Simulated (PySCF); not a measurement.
**C3H3BrO2: geometry, NMR shifts, spin-spin couplings and electronic excitations**

Wanted: the NMR shifts, spin-spin couplings and electronic excitations of C3H3BrO2 (`C=C(Br)OC=O`), by calculation.

Programs: PySCF 2.14.0, with density-fitted response routines of our own. Each step states its level of theory. These are calculated values for one molecule in the gas phase, unless marked as measured. Atoms count from 0, in the outputs and in this text.

## Step 1: The starting structure

9 atoms, charge 0, multiplicity 1; geometry from: GFN2-xTB.

Bonds of the start (Å): C0–C1 1.32, C1–Br2 1.90, C1–O3 1.37, O3–C4 1.33, C4–O5 1.19, C0–H6 1.07, C0–H7 1.08, C4–H8 1.10.

## Step 2: Relaxing the molecule at PBE0-D3(BJ)/def2-SVP

Job settings and geometry (Å):

```
{"job": {"xc": "PBE0", "basis": "def2-SVP", "d3": "d3bj", "grid": 1, "kind": "geom"}, "charge": 0, "multiplicity": 1}
C     -0.478035    -1.131799     0.646149
C     -0.804316    -0.190791    -0.218630
Br    -2.515925    -0.108768    -1.039908
O     -0.063018     0.858955    -0.696562
C      1.191147     1.113181    -0.320226
O      1.859988     0.505988     0.455307
H     -1.190077    -1.890116     0.915031
H      0.496794    -1.163715     1.100070
H      1.517003     2.013057    -0.866410
```

**Question.** This job is followed by: GIAO PBE0/pcSseg-1 NMR shielding, non-relativistic, gas phase; B3LYP/pcJ-1 Br:pcSseg-1 indirect spin-spin coupling, non-relativistic, gas phase; TDDFT CAM-B3LYP/def2-SVPD, vertical, gas phase, core orbitals frozen in the response; GIAO CAM-B3LYP/pcSseg-2 NMR shielding, non-relativistic, gas phase. Predict these results of the whole session: point group; rotational constants (main isotopes); ¹³C shifts against TMS (PBE0/pcSseg-1); ¹H shifts against TMS (PBE0/pcSseg-1); ⁷⁹Br shifts against HBr (PBE0/pcSseg-1); ¹⁷O shifts against H2O (PBE0/pcSseg-1); largest coupling of the table (B3LYP/pcSseg-1+pcJ-1); lowest singlet (CAM-B3LYP/def2-SVPD); brightest single state of those computed; lowest triplet; vertical ionisation energy (ΔSCF); vertical electron affinity (ΔSCF); range of the shift of C1.

**Answer**, as computed:

| quantity | value |
| --- | --- |
| point group | Cs |
| rotational constants (main isotopes) | 7.78, 1.14, 0.99 GHz |
| ¹³C shifts against TMS (PBE0/pcSseg-1) | 160.2, 153.9, 113.9 ppm |
| ¹H shifts against TMS (PBE0/pcSseg-1) | 7.74, 6.90, 5.48 ppm |
| ⁷⁹Br shifts against HBr (PBE0/pcSseg-1) | 691 ppm |
| ¹⁷O shifts against H2O (PBE0/pcSseg-1) | 468.5, 270.3 ppm |
| largest coupling of the table (B3LYP/pcSseg-1+pcJ-1) | ¹J(C,H) C4–H8, 249.3 Hz |
| lowest singlet (CAM-B3LYP/def2-SVPD) | 5.60 eV (222 nm), f = 0.002 |
| brightest single state of those computed | state 7, 7.26 eV, f = 0.223 |
| lowest triplet | 4.02 eV |
| vertical ionisation energy (ΔSCF) | 9.72 eV |
| vertical electron affinity (ΔSCF) | -0.71 eV (unbound: the value hangs on the basis) |
| range of the shift of C1 | 153.9 to 163.3 ppm |

What this shows: Relaxing lowered the energy by 0.027 eV in 7 steps; the close pair that moved most is C1–Br2, from 1.900 to 1.883 Å. C1 stands next to heavy halogen, whose spin-orbit shielding this run leaves out, so the computed shift lies too far downfield, most of all for carbon beside Br or I. At PBE0/pcSseg-1: Shielding is most anisotropic at Br2 (span 1721 ppm, paramagnetic term -1228 ppm). In the run at B3LYP/pcSseg-1+pcJ-1, the largest coupling of the table is C4–H8, 249.3 Hz, of which the Fermi-contact term gives 248.3 Hz. Couplings across rotatable bonds belong to this one conformer; where others are populated, the observed values are averages. The lowest singlet, at 5.60 eV, is HOMO−2→LUMO 0.71, HOMO−1→LUMO 0.14 and is weak; of the 10 states computed, the strongest absorption comes from state 7 at 7.26 eV. The lowest triplet lies 1.57 eV below the lowest singlet (triplets in Tamm-Dancoff, singlets in full TDDFT). The orbital energy would give 8.84 eV for ionisation, ΔSCF gives 9.72 eV. Across the 2 runs the shift of C1 moves most, between 153.9 (PBE0/pcSseg-1) and 163.3 ppm (CAM-B3LYP/pcSseg-2). Spin-orbit coupling is left out, which matters for shieldings and couplings at and beside the heavy atoms.
